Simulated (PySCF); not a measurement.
# A diatomic session: GeO+

An exercise on one series of results from a longer session: the logs are not shown, and one member is left open.

Method: Ge pcseg-1, O pcseg-1, no relativity; program: PySCF 2.14.0.

Set-up of the first run:

Settings of the job:

```json
{"atoms": "Ge, O", "charge": "1", "basis": "Ge pcseg-1, O pcseg-1", "Hamiltonian": "no relativity", "basis functions": "41", "electrons treated": "39", "masses in u": "73.9212, 15.9949", "levels": "PBE0, PBE, r²SCAN, B2PLYP, TPSS, revPBE, CAM-B3LYP, HF, MP2, SCS-MP2, CCSD, CCSD(T)", "grid": "80 radial by 434 angular points", "occupations": "held fixed by the projection of orbital angular momentum", "dissociation limit": "Ge+ + O, each in its ground configuration", "starting distance in angstrom": "1.860", "values of 2S to try": "1, 3"}
```

Steps of the session up to this table: Set-up; PBE0 along the bond; Other states along the same grid; PBE (GGA); r²SCAN; B2PLYP (double hybrid); TPSS (meta-GGA); revPBE (GGA); CAM-B3LYP; UHF (mean field); MP2 and coupled cluster.

One of the session's tables, all rows but one given; the rest of the session is left out.

Energy (eV) from each level's lowest point:

| R (Å) | UHF | UHF-MP2 | UHF-SCS-MP2 | UHF-CCSD | UHF-CCSD(T) |
| --- | --- | --- | --- | --- | --- |
| 1.562 | 1.014 | 1.216 | 1.224 | n/a | n/a |
| 1.634 | 0.401 | 0.541 | 0.547 | 0.549 | 0.581 |
| 1.707 | 0.089 | 0.169 | 0.173 | 0.175 | 0.196 |
| 1.762 | 0.000 | 0.037 | 0.039 | 0.041 | 0.051 |
| 1.816 | 0.004 | 0.000 | 0.000 | 0.000 | 0.000 |
| 1.871 | 0.078 | 0.038 | 0.035 | 0.032 | 0.020 |
| 1.943 | ? | ? | ? | ? | ? |
| 2.034 | 0.566 | 0.473 | 0.463 | 0.406 | 0.359 |
| 2.143 | 0.961 | 1.127 | 1.113 | 0.776 | 0.720 |
| 2.288 | 1.277 | 2.142 | 2.110 | n/a | n/a |

**Question.** Estimate the row for R (Å) = 1.943.

Worked estimate for «UHF». A straight line through the neighbours (1.871, 0.078) and (2.034, 0.566) gives 0.078 + (0.566 − 0.078) × (1.943 − 1.871) / (2.034 − 1.871) = 0.294; a parabola fitted to 4 rows on both sides gives 0.275.

**Answer.** UHF: 0.258; UHF-MP2: 0.177; UHF-SCS-MP2: 0.172; UHF-CCSD: 0.157; UHF-CCSD(T): 0.130. In «UHF» the line misses by +0.036 and the parabola by +0.017.

State 2 has its PBE0 minimum 0.31 eV higher. The other levels ran on the lowest alone.
